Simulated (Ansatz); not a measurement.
# TaBO (quintet): geometry and frequencies at several levels, part 2 of 2

Aim: geometry and frequencies at several levels, for TaBO (quintet), with the cost of each level. Spin multiplicity 5.

Ansatz 0.2.0, Gaussian bases.

## (10) Frequencies, B3LYP-D4/def2-TZVPP

input.yaml reads:

```yaml
crystal:
  periodic: [false, false, false]
  atoms:
    - { symbol: O, position_ang: [0.0, 0.0, -1.55546689] }
    - { symbol: B, position_ang: [0.0, 0.0, -0.33997691] }
    - { symbol: Ta, position_ang: [0.0, 0.0, 1.8954438] }
magnetization:
  spin_polarized: true
  initial_magnetization: 4
basis:
  gaussian: { orbitals: def2-TZVPP }
hamiltonian:
  xc: { name: B3LYP }
  dispersion: d4
phonons: {}
```

The run is started by

```
ansatz run input.yaml --threads 2 --pin off --max-ram 5120MiB --backend cpu --events-out ev --progress --plain --runs-dir out
```

Output, shortened:

```text
Warning: RAYON_NUM_THREADS=2 ignored (pool sized by the plan → 2); use --threads N
[...]
Functional definition: B3LYP
[...]
694 factors; their error is unknown
[...]
mean field -4273.46806276 eV, -157.0470546458 hartree, gradient 1.0e-5 eV, S^2 6.005041; 2 other end points of the search recorded, 0 dependent functions left out
[...]
reference -4273.46826292 eV, -157.0470620015 hartree; 15, 11 occupied and 103, 107 virtual orbitals, 694 factors
[...]
694 factors; their error is unknown
mean field -4273.46806002 eV, -157.0470545449 hartree, gradient 2.0e-6 eV, S^2 6.005041; 0 other end points of the search recorded, 0 dependent functions left out
[...]
reference -4273.46826018 eV, -157.0470619006 hartree; 15, 11 occupied and 103, 107 virtual orbitals, 694 factors
[...]
694 factors; their error is unknown
[...]
mean field -4273.46802520 eV, -157.0470532655 hartree, gradient 2.0e-6 eV, S^2 6.005038; 0 other end points of the search recorded, 0 dependent functions left out
[...]
reference -4273.46822540 eV, -157.0470606228 hartree; 15, 11 occupied and 103, 107 virtual orbitals, 694 factors
[...]
694 factors; their error is unknown
mean field -4273.46803841 eV, -157.0470537509 hartree, gradient 2.2e-6 eV, S^2 6.005044; 0 other end points of the search recorded, 0 dependent functions left out
[...]
reference -4273.46823853 eV, -157.0470611051 hartree; 15, 11 occupied and 103, 107 virtual orbitals, 694 factors
Total energy: -4273.58507470 eV, -157.0513547553 hartree
Atom 0 at     0.000000     0.000000    -1.555467 Å, force     0.000000     0.000000    -0.001107 eV/Å
Atom 1 at     0.000000     0.000000    -0.339977 Å, force    -0.000000    -0.000000     0.001121 eV/Å
Atom 2 at     0.000000     0.000000     1.895444 Å, force     0.000000     0.000000    -0.000014 eV/Å
Dipole moment:     0.000000    -0.000000     1.368335 e Å
Vibrations: 261.34 261.34 336.38 1873.55 cm⁻¹, zero-point energy 0.169401 eV
```

It took 36 s on 2 threads of Intel Xeon Platinum 8488C (Sapphire Rapids), shared host; peak memory 0.24 GiB.

Harmonic frequencies (cm⁻¹; negative: imaginary): 261, 261, 336, 1874.

## (11) Relaxation, B2PLYP/def2-TZVPP

input.yaml reads:

```yaml
crystal:
  periodic: [false, false, false]
  atoms:
    - { symbol: O, position_ang: [0.0, 0.0, -1.55095162] }
    - { symbol: B, position_ang: [0.0, 0.0, -0.3367282] }
    - { symbol: Ta, position_ang: [0.0, 0.0, 1.88767982] }
magnetization:
  spin_polarized: true
  initial_magnetization: 4
basis:
  gaussian: { orbitals: def2-TZVPP }
hamiltonian:
  xc: { name: B2PLYP }
relax:
  f_tol: 0.002
  max_steps: 150
```

The run is started by

```
ansatz run input.yaml --threads 2 --pin off --max-ram 5120MiB --backend cpu --events-out ev --progress --plain --runs-dir out
```

Output, shortened:

```text
Warning: RAYON_NUM_THREADS=2 ignored (pool sized by the plan → 2); use --threads N
[...]
Functional definition: B2PLYP
[...]
855 factors; integrals over basis functions are off by at most 3.2e-4 eV
[...]
mean field -4262.32211805 eV, -156.6374487328 hartree, gradient 4.6e-6 eV, S^2 6.008266; 7 other end points of the search recorded, 0 dependent functions left out
2 core orbitals not correlated: weight in the atoms' cores, before any rotation towards them, 1.000 or more for the frozen orbitals, at most 0.000 for the correlated occupied ones
reference -4262.32224319 eV, -156.6374533313 hartree; 13, 9 occupied and 103, 107 virtual orbitals, 855 factors
second order -20.06406465 eV of doubles, -0.00000000 eV of singles
[...]
relax step   1: F+E_penalty+E_count = -4267.73941551 eV  Δ(F+E_penalty+E_count) = +0.000e0 eV  max|allowed force component| = 5.394e-1 eV/Å  Δτ_max = 0.0000 Å  (230 SCF iters, accepted)
[...]
855 factors; integrals over basis functions are off by at most 3.3e-4 eV
[...]
mean field -4262.31908837 eV, -156.6373373941 hartree, gradient 3.8e-6 eV, S^2 6.008297; 7 other end points of the search recorded, 0 dependent functions left out
2 core orbitals not correlated: weight in the atoms' cores, before any rotation towards them, 1.000 or more for the frozen orbitals, at most 0.000 for the correlated occupied ones
reference -4262.31921360 eV, -156.6373419962 hartree; 13, 9 occupied and 103, 107 virtual orbitals, 855 factors
second order -20.08317823 eV of doubles, -0.00000000 eV of singles
[...]
Total energy: -4267.74167173 eV, -156.8366136567 hartree
Atom 0 at    -0.000000     0.000000    -1.558024 Å, force     0.000000    -0.000000    -0.000035 eV/Å
Atom 1 at     0.000000    -0.000000    -0.337313 Å, force    -0.000000    -0.000000     0.000036 eV/Å
Atom 2 at    -0.000000     0.000000     1.895337 Å, force     0.000000     0.000000    -0.000000 eV/Å
Dipole moment:    -0.000000    -0.000000     1.367913 e Å
```

It took 58 s on 2 threads of Intel Xeon Platinum 8488C (Sapphire Rapids), shared host; peak memory 0.43 GiB.

Step by step:

```csv
step,E - E(step 1) (eV),largest force component (eV/Å)
1,0.0000,0.5394
2,-0.0020,0.1190
3,-0.0021,0.0132
4,-0.0021,0.0000
```

Step 1 is the start.

Before: Bond lengths: O1–B2 1.214 Å, B2–Ta3 2.224 Å. Angles: O1–B2–Ta3 180.0°.

After: Bond lengths: O1–B2 1.221 Å, B2–Ta3 2.233 Å. Angles: O1–B2–Ta3 180.0°.

## (12) The levels compared

```
               level  O1–B2 (Å)  B2–Ta3 (Å)  rotational constants (MHz)  dipole (D)  highest frequency (cm⁻¹)  CPU time
  PBE0-D4/def2-TZVPP     1.2142      2.2244                      2370.3        6.68                      1895      39 s
   PBE-D4/def2-TZVPP     1.2300      2.2022                      2387.3        6.34                      1793      38 s
r2SCAN-D4/def2-TZVPP     1.2206      2.2199                      2370.2        6.49                      1850      85 s
 B3LYP-D4/def2-TZVPP     1.2155      2.2354                      2352.1        6.57                      1874      38 s
   B2PLYP/def2-TZVPP     1.2207      2.2327                      2350.7        6.57                         -   1.9 min
```

Constants are for the commonest isotopes at the equilibrium geometry; times are CPU times of the relaxations.

## (13) Results

The summary covers parts 1 to 2.

| quantity | value |
| --- | --- |
| O1–B2 at B2PLYP/def2-TZVPP | 1.221 Å |
| B2–Ta3 at B2PLYP/def2-TZVPP | 2.233 Å |
| frequencies at B3LYP-D4/def2-TZVPP | 261 to 1874 cm⁻¹ |

What this shows: The O–B distance spreads over 0.016 Å, from PBE0-D4/def2-TZVPP (shortest) to PBE-D4/def2-TZVPP. No mode is imaginary, so the geometry is a minimum. Heavy atoms carry effective core potentials in def2 sets, and spin-orbit coupling is left out.
